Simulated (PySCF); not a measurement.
# C3H7FOSi: the cost of one run

The runs use PySCF 2.14.0, with density-fitted response routines of our own; the level of theory stands in each step. All values are computed, except where a source is named. Atoms count from 0, in the outputs and in this text.

**1. The starting structure**

13 atoms, charge 0, multiplicity 1; geometry from: GFN2-xTB. The atoms were then displaced at random by about 0.01 Å, so the start is not that level's minimum.

Bonds of the start (Å): C0–C1 1.34, C1–C2 1.52, C2–F3 1.33, C1–O4 1.34, O4–Si5 1.63, C0–H6 1.06, C0–H7 1.06, C2–H8 1.09, C2–H9 1.10, Si5–H10 1.45, Si5–H11 1.46, Si5–H12 1.49.

**2. Optimising the geometry at PBE0-D3(BJ)/def2-SVP**

What the job is given:

```
{"job": {"xc": "PBE0", "basis": "def2-SVP", "d3": "d3bj", "grid": 1, "shake": 0.01, "kind": "geom"}, "charge": 0, "multiplicity": 1}
C     -0.652880    -1.892040     0.624080
C     -0.283650    -0.696570     0.149610
C     -0.577350    -0.211850    -1.256030
F     -1.233410    -1.120880    -1.977100
O      0.416620     0.160990     0.911310
Si     1.060530     1.651610     0.735180
H     -0.437140    -2.163610     1.627660
H     -1.212420    -2.541530    -0.002010
H     -1.148380     0.720630    -1.200410
H      0.380730    -0.029110    -1.771430
H      2.052870     1.650150    -0.326720
H      1.639320     1.813020     2.069670
H      0.000980     2.642310     0.405860
```

Run with:

```sh
OMP_NUM_THREADS=1 python probes_run.py task.json out
```

One launch serves the whole session: the jobs run in the order shown.

**Question.** How long does this first job take on 1 thread of Arm Neoverse V2, shared host, and how much memory does it need?

About 2.9 min, with a peak of 0.5 GiB.
